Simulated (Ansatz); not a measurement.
# C4H3F5O2: vertical ionisation energy

How much energy removes an electron from C4H3F5O2 at fixed geometry? The cation is run at each level and the neutral's energy taken from earlier runs.

Method: unrestricted cation, the program's frozen cores in correlated methods; program: Ansatz 0.2.0, Gaussian basis.

The runs, in order: UKS PBE-D4/def2-TZVPP; UKS r2SCAN-D4/def2-TZVPP; UKS PBE0-D4/def2-TZVPP; UKS B3LYP-D4/def2-TZVPP; UKS wB97X-V/def2-TZVPP; UKS wB97M-V/def2-TZVPP; UKS B2PLYP/def2-TZVPP; UHF-CCSD(T)/def2-TZVPP; UHF-MP2/def2-QZVPP; extrapolation to the limit; then −ε(HOMO) from the neutral's earlier runs with LDA (SPW92), PBE-D4, revPBE-D4, BLYP-D4, r2SCAN-D4, B97M-V, PBE0-D4, B3LYP-D4, r2SCANh-D4, r2SCAN0-D4, HSE06-D4, BHLYP-D4, CAM-B3LYP-D4, LC-ωPBE, ωB97X-V, ωB97M-V.

## (1) The relaxed structure

All runs share one geometry, relaxed beforehand with PBE0-D4 in a triple-zeta def2 set.

SMILES `COC(=O)C(F)(F)C(F)(F)F`, 14 atoms, charge 0, spin multiplicity 1.

Atoms are counted from 1 here; the program's logs count them from 0.

Bond lengths: C1–O2 1.431 Å, C1–H12 1.086 Å, C1–H13 1.090 Å, C1–H14 1.090 Å, O2–C3 1.320 Å, C3–O4 1.193 Å, C3–C5 1.545 Å, C5–F6 1.343 Å, C5–F7 1.335 Å, C5–C8 1.549 Å, C8–F9 1.325 Å, C8–F10 1.329 Å, C8–F11 1.327 Å. Angles: O2–C1–H12 105.6°, O2–C1–H13 110.1°, O2–C1–H14 110.1°, H12–C1–H13 110.8°, H12–C1–H14 110.8°, H13–C1–H14 109.3°, C1–O2–C3 115.2°, O2–C3–O4 127.0°, O2–C3–C5 110.4°, O4–C3–C5 122.6°, C3–C5–F6 110.6°, C3–C5–F7 108.8°, C3–C5–C8 112.7°, F6–C5–F7 108.9°, F6–C5–C8 108.0°, F7–C5–C8 107.7°, C5–C8–F9 110.0°, C5–C8–F10 109.7° and more.

## (2) Cation, UKS PBE-D4/def2-TZVPP

in.yaml reads:

```yaml
crystal:
  periodic: [false, false, false]
  atoms:
    - {symbol: C, position_ang: [0.402216, -2.373342, 0.319076]}
    - {symbol: O, position_ang: [-0.278705, -1.126671, 0.149939]}
    - {symbol: C, position_ang: [0.346807, -0.241612, -0.602724]}
    - {symbol: O, position_ang: [1.398884, -0.378581, -1.148094]}
    - {symbol: C, position_ang: [-0.472216, 1.065642, -0.689405]}
    - {symbol: F, position_ang: [-1.773765, 0.796637, -0.885758]}
    - {symbol: F, position_ang: [-0.021089, 1.788407, -1.717012]}
    - {symbol: C, position_ang: [-0.350377, 1.933947, 0.587110]}
    - {symbol: F, position_ang: [-0.968116, 3.092489, 0.408400]}
    - {symbol: F, position_ang: [0.931869, 2.165560, 0.851182]}
    - {symbol: F, position_ang: [-0.894349, 1.316967, 1.628599]}
    - {symbol: H, position_ang: [-0.235691, -2.969550, 0.965655]}
    - {symbol: H, position_ang: [1.376675, -2.209375, 0.779726]}
    - {symbol: H, position_ang: [0.537839, -2.860521, -0.646692]}
basis:
  gaussian: {orbitals: def2-TZVPP}
total_charge: 1
magnetization: {spin_polarized: true, initial_magnetization: 1}
hamiltonian: {xc: pbe, dispersion: d4}
```

The run is started by

```console
ansatz run in.yaml --threads 4 --pin off --events-out ev --progress --plain --max-ram 63488MiB --backend cuda --devices 0, --max-vram 37GiB
```

After this run come: Cation, UKS r2SCAN-D4/def2-TZVPP; Cation, UKS PBE0-D4/def2-TZVPP; Cation, UKS B3LYP-D4/def2-TZVPP; Cation, UKS wB97X-V/def2-TZVPP; Cation, UKS wB97M-V/def2-TZVPP; Cation, UKS B2PLYP (frozen core)/def2-TZVPP; Cation, UHF-CCSD(T)/def2-TZVPP; Cation, UHF-MP2/def2-QZVPP.

**Question.** What will the summary of the whole plan be? Wanted: ionisation energy, CCSD(T)/CBS; nearest functional by difference; nearest −ε(HOMO); −ε(HOMO) of PBE; T1 of the cation.

**Answer**, as computed:

```
                        quantity               value
  ionisation energy, CCSD(T)/CBS            11.66 eV
nearest functional by difference   B2PLYP (-0.23 eV)
                nearest −ε(HOMO)  LC-ωPBE (+0.14 eV)
                 −ε(HOMO) of PBE             7.21 eV
                T1 of the cation               0.023
```

Energy differences with functionals land within 1.02 eV of the reference. −ε(HOMO) of PBE misses by 4.4 eV, since self-interaction lifts the level. Among orbital estimates LC-ωPBE comes nearest. Hartree-Fock falls 1.39 eV short, as the neutral has more correlation energy than the cation.
